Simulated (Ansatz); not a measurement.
**CH₅GaOS: one species, many methods**

The task here is to estimate one member of a computed series from the others.

Program: Ansatz 0.2.0, Gaussian basis. Level of theory: functionals in def2-TZVPP, the program's frozen cores in correlated methods. These are calculated values, not measurements.

Levels to be run: LDA (SPW92), PBE-D4, revPBE-D4, BLYP-D4, r2SCAN-D4, B97M-V, PBE0-D4, B3LYP-D4, r2SCANh-D4, r2SCAN0-D4, HSE06-D4, BHLYP-D4, CAM-B3LYP-D4, LC-ωPBE, ωB97X-V, ωB97M-V, B2PLYP, PBE-QIDH; CCSD(T)/def2-SVP; CCSD(T)/def2-TZVPP; MP2/def2-QZVPP; extrapolation to the limit; RPA on PBE.

## The geometry

All runs share one geometry, relaxed beforehand with PBE0-D4 in a triple-zeta def2 set.

SMILES `C[O][GaH][SH]`, 9 atoms, charge 0, spin multiplicity 1.

Atoms are counted from 1 here; the program's logs count them from 0.

Bond lengths: C1–O2 1.402 Å, C1–H5 1.098 Å, C1–H6 1.094 Å, C1–H7 1.098 Å, O2–Ga3 1.780 Å, Ga3–S4 2.200 Å, Ga3–H8 1.547 Å, S4–H9 1.344 Å. Angles: O2–C1–H5 112.4°, O2–C1–H6 108.5°, O2–C1–H7 112.4°, H5–C1–H6 107.6°, H5–C1–H7 108.0°, H6–C1–H7 107.6°, C1–O2–Ga3 124.3°, O2–Ga3–S4 117.7°, O2–Ga3–H8 118.2°, S4–Ga3–H8 124.1°, Ga3–S4–H9 93.8°.

The first run:

in.yaml reads:

```yaml
crystal:
  periodic: [false, false, false]
  atoms:
    - {symbol: C, position_ang: [0.318306, 1.305566, -0.039912]}
    - {symbol: O, position_ang: [-0.877040, 0.623473, -0.308851]}
    - {symbol: Ga, position_ang: [-1.073721, -1.141876, -0.188155]}
    - {symbol: S, position_ang: [0.676240, -2.327715, 0.420705]}
    - {symbol: H, position_ang: [1.134428, 0.999128, -0.707482]}
    - {symbol: H, position_ang: [0.149804, 2.375478, -0.192509]}
    - {symbol: H, position_ang: [0.655724, 1.166651, 0.995693]}
    - {symbol: H, position_ang: [-2.458558, -1.747458, -0.518044]}
    - {symbol: H, position_ang: [1.474817, -1.253257, 0.538556]}
basis:
  gaussian: {orbitals: def2-TZVPP}
hamiltonian: {xc: lda}
output: {orbitals: {seedname: orbitals}}
```

Among the steps run: LDA; PBE-D4 (GGA); revPBE-D4 (GGA); BLYP-D4 (GGA); r2SCAN-D4 (meta-GGA); B97M-V (meta-GGA); PBE0-D4 (hybrid); B3LYP-D4 (hybrid); r2SCANh-D4 (hybrid); r2SCAN0-D4 (hybrid); HSE06-D4 (hybrid); BHLYP-D4 (hybrid); CAM-B3LYP-D4 (range-separated); LC-ωPBE (range-separated); ωB97X-V (range-separated); ωB97M-V (range-separated); B2PLYP (double hybrid); PBE-QIDH (double hybrid).

One table of the session follows, with a row left open; its other results are not shown here.

It belongs to the step «Orbital energies across the functionals». 

```
  functional  HOMO (eV)  gap (eV)
 LDA (SPW92)      -6.53      4.60
      PBE-D4      -6.38      4.71
   revPBE-D4      -6.33      4.76
     BLYP-D4      -6.25      4.64
   r2SCAN-D4      -6.69      5.26
      B97M-V      -6.78      5.17
     PBE0-D4      -7.71      6.79
    B3LYP-D4      -7.45      6.28
  r2SCANh-D4      -7.18      6.03
  r2SCAN0-D4      -7.91      7.15
    HSE06-D4      -7.30      6.02
    BHLYP-D4      -8.82      8.65
CAM-B3LYP-D4      -9.04      9.01
     LC-ωPBE     -10.44     11.57
     ωB97X-V          ?         ?
     ωB97M-V      -9.93     10.71
```

Q: Estimate the row for ωB97X-V from the others.

The run gave: HOMO (eV): -10.08; gap (eV): 11.07. In the column «HOMO (eV)» it lies between LC-ωPBE (-10.44) and ωB97M-V (-9.93).
